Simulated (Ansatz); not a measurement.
# H4OSeSi: short molecular-dynamics run in Python

How does H4OSeSi move over a short run? A script is to give a short molecular-dynamics run; the system is H4OSeSi. SMILES: O[SiH2][SeH].

Computed with Ansatz 0.2.0, driven from Python. Level of theory: PBE0/def2-SVP.

### Step 1. The structure

Bond lengths: O1–Si2 1.706 Å, Si2–Se3 2.251 Å, O1–H4 1.014 Å, Si2–H5 1.484 Å, Si2–H6 1.481 Å, Se3–H7 1.539 Å. Angles: O1–Si2–Se3 107.0°, O1–Si2–H5 109.4°, O1–Si2–H6 111.8°, Se3–Si2–H5 109.6°, Se3–Si2–H6 109.6°, H5–Si2–H6 109.4°, Si2–O1–H4 99.3°, Si2–Se3–H7 92.4°.

The script holds or builds the structure itself.

### Step 2. Script

Contents of run_md.py:

```python
import ansatz as az
import numpy as np

BASIS = 'def2-SVP'
XC = 'PBE0'
N_STEPS = 40
TEMPERATURE_K = 200

system = (
    az.Crystal.molecule()
    .atom('O', [-1.1821, -0.745, -0.4884])
    .atom('Si', [-0.0946, 0.4315, 0.0979])
    .atom('Se', [1.4332, -0.649, 1.3493])
    .atom('H', [-1.7887, -0.1477, -1.0399])
    .atom('H', [0.5778, 1.096, -1.0463])
    .atom('H', [-0.7816, 1.4515, 0.924])
    .atom('H', [1.8973, -1.5054, 0.1579])
)

job = (
    system.calculation()
    .basis(gaussian=BASIS)
    .functional(XC)
    .scf(lower_state_search='off')
)
symbols = [site.symbol for site in system.cartesian_sites]
start = np.array([site.position_ang for site in system.cartesian_sites], dtype=float)
r = job.relax(force_tolerance=0.02).run(threads=1, backend='cpu').report
end = np.array(r['positions_ang'])
minimum = az.Crystal.molecule()
for symbol, place in zip(symbols, end):
    minimum = minimum.atom(symbol, place.tolist())

job = (
    minimum.calculation()
    .basis(gaussian=BASIS)
    .functional(XC)
    .scf(lower_state_search='off')
    .md('nve', timestep=0.25, steps=N_STEPS, temperature=TEMPERATURE_K, initial_velocities='maxwell_boltzmann', seed=16)
)
frames = []
done = job.session().plan().execute(on_event=lambda e: frames.append(e['data']) if e['event'] == 'md_step' else None)
print('t (fs)   E_pot (eV)      E_kin (eV)   T (K)   d(0-1) (A)')
for f in frames[::1]:
    xyz = np.array(f['positions_ang'])
    print(f'{f["time_fs"]:6.2f} {f["lagrangian_ev"]:14.5f} {f["e_kin_ev"]:10.5f} {f["temperature_k"]:8.1f} {np.linalg.norm(xyz[0] - xyz[1]):9.4f}')
kept = np.array([f['conserved_ev'] for f in frames])
print(f'conserved energy moves by at most {1000 * np.ptp(kept):.3f} meV')
```

### Step 3. What the engine is handed

The engine receives this input (first run):

```yaml
crystal:
  periodic: [false, false, false]
  atoms:
    - { symbol: O, position_ang: [-1.1821, -0.745, -0.4884] }
    - { symbol: Si, position_ang: [-0.0946, 0.4315, 0.0979] }
    - { symbol: Se, position_ang: [1.4332, -0.649, 1.3493] }
    - { symbol: H, position_ang: [-1.7887, -0.1477, -1.0399] }
    - { symbol: H, position_ang: [0.5778, 1.096, -1.0463] }
    - { symbol: H, position_ang: [-0.7816, 1.4515, 0.924] }
    - { symbol: H, position_ang: [1.8973, -1.5054, 0.1579] }
basis:
  gaussian:
    orbitals: def2-SVP
hamiltonian:
  xc: pbe0
scf:
  lower_state_search: "off"
relax:
  f_tol: 0.02
```

### Step 4. Running it

Run with:

```sh
> python run_md.py
```

The log of the run:

```text
t (fs)   E_pot (eV)      E_kin (eV)   T (K)   d(0-1) (A)
  0.00   -75315.72194    0.12926    200.0    1.6609
  0.25   -75315.72130    0.12862    199.0    1.6600
  0.50   -75315.71942    0.12675    196.1    1.6591
  0.75   -75315.71643    0.12377    191.5    1.6583
  1.00   -75315.71250    0.11985    185.4    1.6574
  1.25   -75315.70784    0.11521    178.3    1.6566
  1.50   -75315.70270    0.11008    170.3    1.6558
  1.75   -75315.69731    0.10471    162.0    1.6549
  2.00   -75315.69190    0.09931    153.7    1.6541
  2.25   -75315.68668    0.09410    145.6    1.6533
  2.50   -75315.68182    0.08925    138.1    1.6525
  2.75   -75315.67745    0.08488    131.3    1.6517
  3.00   -75315.67366    0.08110    125.5    1.6509
  3.25   -75315.67051    0.07795    120.6    1.6501
  3.50   -75315.66802    0.07546    116.8    1.6494
  3.75   -75315.66620    0.07364    113.9    1.6487
  4.00   -75315.66503    0.07247    112.1    1.6480
  4.25   -75315.66449    0.07193    111.3    1.6473
  4.50   -75315.66455    0.07198    111.4    1.6467
  4.75   -75315.66514    0.07257    112.3    1.6461
  5.00   -75315.66623    0.07366    114.0    1.6456
  5.25   -75315.66775    0.07517    116.3    1.6451
  5.50   -75315.66961    0.07702    119.2    1.6446
  5.75   -75315.67172    0.07912    122.4    1.6442
  6.00   -75315.67395    0.08134    125.9    1.6438
  6.25   -75315.67616    0.08355    129.3    1.6435
  6.50   -75315.67822    0.08559    132.4    1.6432
  6.75   -75315.67994    0.08731    135.1    1.6429
  7.00   -75315.68117    0.08852    137.0    1.6427
  7.25   -75315.68174    0.08909    137.8    1.6426
  7.50   -75315.68152    0.08886    137.5    1.6424
  7.75   -75315.68039    0.08773    135.7    1.6424
  8.00   -75315.67830    0.08564    132.5    1.6423
  8.25   -75315.67523    0.08257    127.8    1.6423
  8.50   -75315.67124    0.07859    121.6    1.6423
  8.75   -75315.66645    0.07380    114.2    1.6424
  9.00   -75315.66102    0.06839    105.8    1.6425
  9.25   -75315.65521    0.06260     96.9    1.6425
  9.50   -75315.64928    0.05669     87.7    1.6427
  9.75   -75315.64354    0.05097     78.9    1.6428
 10.00   -75315.63829    0.04573     70.8    1.6430
conserved energy moves by at most 0.127 meV
```

It took 4.2 min on 1 thread of Intel Xeon Platinum 8259CL at 2.50GHz (Skylake/Cascade Lake), shared host; peak memory 0.24 GiB.

### Step 5. What changed from run to run

The engine's inputs for the other runs:

Run 2, against run 1:

```diff
@@ -4,7 +4,7 @@
-    - { symbol: O, position_ang: [-1.1821, -0.745, -0.4884] }
-    - { symbol: Si, position_ang: [-0.0946, 0.4315, 0.0979] }
-    - { symbol: Se, position_ang: [1.4332, -0.649, 1.3493] }
-    - { symbol: H, position_ang: [-1.7887, -0.1477, -1.0399] }
-    - { symbol: H, position_ang: [0.5778, 1.096, -1.0463] }
-    - { symbol: H, position_ang: [-0.7816, 1.4515, 0.924] }
-    - { symbol: H, position_ang: [1.8973, -1.5054, 0.1579] }
+    - { symbol: O, position_ang: [-1.562098212167914, -0.14452956011809673, -0.47335917892383395] }
+    - { symbol: Si, position_ang: [-0.15812306872491327, 0.5279136983645618, 0.10553342048993936] }
+    - { symbol: Se, position_ang: [1.1950085286078136, -0.9425317362164847, 1.2215159415076928] }
+    - { symbol: H, position_ang: [-1.478385749073504, -0.9315756031072933, -1.0202411291189628] }
+    - { symbol: H, position_ang: [0.6657173858585864, 1.119677155706003, -0.9898749265341977] }
+    - { symbol: H, position_ang: [-0.5876439653827948, 1.5500237148309544, 1.0908997289719933] }
+    - { symbol: H, position_ang: [1.986825080882727, -1.2470776694596448, 0.02002614360736905] }
@@ -18,2 +18,7 @@
-relax:
-  f_tol: 0.02
+md:
+  timestep: 0.25
+  n_steps: 40
+  ensemble: nve
+  temperature: 200.0
+  initial_velocities: maxwell_boltzmann
+  seed: 16
```

Lines on the test bed's own set-up are left out of the output.

### Step 6. Run by run

The 2 runs, in the order started:

```tsv
run	kind of run	energy from run 1 (eV)	SCF cycles in all	CPU time (s)
1	relaxation	0.0000	197	110
2	dynamics	0.0837	258	140
```

### Step 7. Path of the relaxation of run 1

Relaxation path:

| step | energy from step 1 (eV) | largest force component (eV/Å) |
| --- | --- | --- |
| 1 | 0.0000 | 2.4289 |
| 2 | -0.1247 | 1.1796 |
| 3 | -0.1819 | 0.8383 |
| 4 | -0.2065 | 0.7769 |
| 5 | -0.2217 | 0.5445 |
| 6 | -0.2061 | 1.2254 |
| 7 | -0.2322 | 0.0864 |
| 8 | -0.2336 | 0.0293 |
| 9 | -0.2056 | 1.5934 |
| 10 | -0.2352 | 0.0651 |
| 11 | -0.2333 | 0.6339 |
| 12 | -0.2366 | 0.0753 |
| 13 | -0.2378 | 0.1975 |
| 14 | -0.2382 | 0.4781 |
| 15 | -0.2482 | 0.2145 |
| 16 | -0.2623 | 0.1283 |
| 17 | -0.1463 | 2.2956 |
| 18 | -0.2715 | 0.1305 |
| 19 | -0.2746 | 0.1680 |
| 20 | -0.2837 | 0.0568 |
| 21 | -0.2838 | 0.0677 |
| 22 | -0.2827 | 0.3383 |
| 23 | -0.2844 | 0.0387 |
| 24 | -0.2847 | 0.0168 |
| 25 | -0.2848 | 0.0238 |
| 26 | -0.2848 | 0.0295 |
| 27 | -0.2848 | 0.0069 |

Step 1 is the start. Steps 6, 9, 11, 17, 22, 26 were tried and not accepted.

Before: Bond lengths: O1–Si2 1.706 Å, Si2–Se3 2.251 Å, O1–H4 1.014 Å, Si2–H5 1.484 Å, Si2–H6 1.481 Å, Se3–H7 1.539 Å. Angles: O1–Si2–Se3 107.0°, O1–Si2–H5 109.4°, O1–Si2–H6 111.8°, Se3–Si2–H5 109.6°, Se3–Si2–H6 109.6°, H5–Si2–H6 109.4°, Si2–O1–H4 99.3°, Si2–Se3–H7 92.4°.

After: Bond lengths: O1–Si2 1.661 Å, Si2–Se3 2.289 Å, O1–H4 0.962 Å, Si2–H5 1.493 Å, Si2–H6 1.483 Å, Se3–H7 1.471 Å. Angles: O1–Si2–Se3 114.2°, O1–Si2–H5 111.8°, O1–Si2–H6 105.4°, Se3–Si2–H5 106.6°, Se3–Si2–H6 106.9°, H5–Si2–H6 112.0°, Si2–O1–H4 117.1°, Si2–Se3–H7 93.0°.

### Step 8. Frames and traces

Every 2 steps:

```tsv
time (fs)	T (K)	change of potential energy (meV/atom)	change of conserved energy (meV/atom)	mean square move (Å²)
0.0	200	0.0	0.00	0.0000
0.5	196	0.4	0.00	0.0001
1.0	185	1.3	0.01	0.0003
1.5	170	2.7	0.01	0.0006
2.0	154	4.3	0.01	0.0009
2.5	138	5.7	0.02	0.0014
3.0	125	6.9	0.02	0.0018
3.5	117	7.7	0.02	0.0023
4.0	112	8.1	0.02	0.0028
4.5	111	8.2	0.02	0.0033
5.0	114	8.0	0.02	0.0037
5.5	119	7.5	0.01	0.0042
6.0	126	6.9	0.01	0.0047
6.5	132	6.2	0.01	0.0052
7.0	137	5.8	0.01	0.0058
7.5	137	5.8	0.00	0.0064
8.0	133	6.2	0.00	0.0071
8.5	122	7.2	0.00	0.0078
9.0	106	8.7	0.01	0.0086
9.5	88	10.4	0.01	0.0094
10.0	71	12.0	0.02	0.0101
```

Positions (Å) and forces (eV/Å) at 10.0 fs:

```xyz
7

O    -1.553   -0.118   -0.497   -0.659    0.195    0.300
Si   -0.167    0.508    0.124    0.607   -0.657   -0.833
Se    1.196   -0.939    1.219    0.358   -0.324   -0.110
H    -1.542   -0.980   -0.899    0.062   -0.438   -0.229
H     0.677    0.935   -1.011    0.201    0.391   -0.104
H    -0.541    1.533    1.054   -0.298    0.783    0.599
H     2.029   -1.165    0.003   -0.271    0.049    0.377
```

### Step 9. Results

| quantity | value |
| --- | --- |
| runs compared | 2 |
| moves of the relaxation of run 1 | 20 |
| energy gained in run 1 | 0.285 eV |
| last largest force component of run 1 | 0.0069 eV/Å |
| length of the run | 40 steps, 10 fs |
| mean temperature, second half | 118 K |
| farthest move | 0.19 Å |
| largest change of the conserved energy | 0.02 meV/atom |

What this shows: Run 1: After 20 moves the largest shift is 0.843 Å, of atom 4 (H). So large a move can change the bonding: the results belong to the relaxed structure. The temperature swings between 71 and 200 K, with a mean of 118 K in the second half; from a start near a minimum about half of the kinetic energy passes into potential energy. The conserved energy stays within 0.02 meV/atom, so the time step holds. 10 fs show the first vibrations only, not equilibrium. The trajectory is only some femtoseconds long, and gives no averages; where the script doesn't relax first, it starts from a rough generated geometry. The temperature counts the internal degrees of freedom alone.
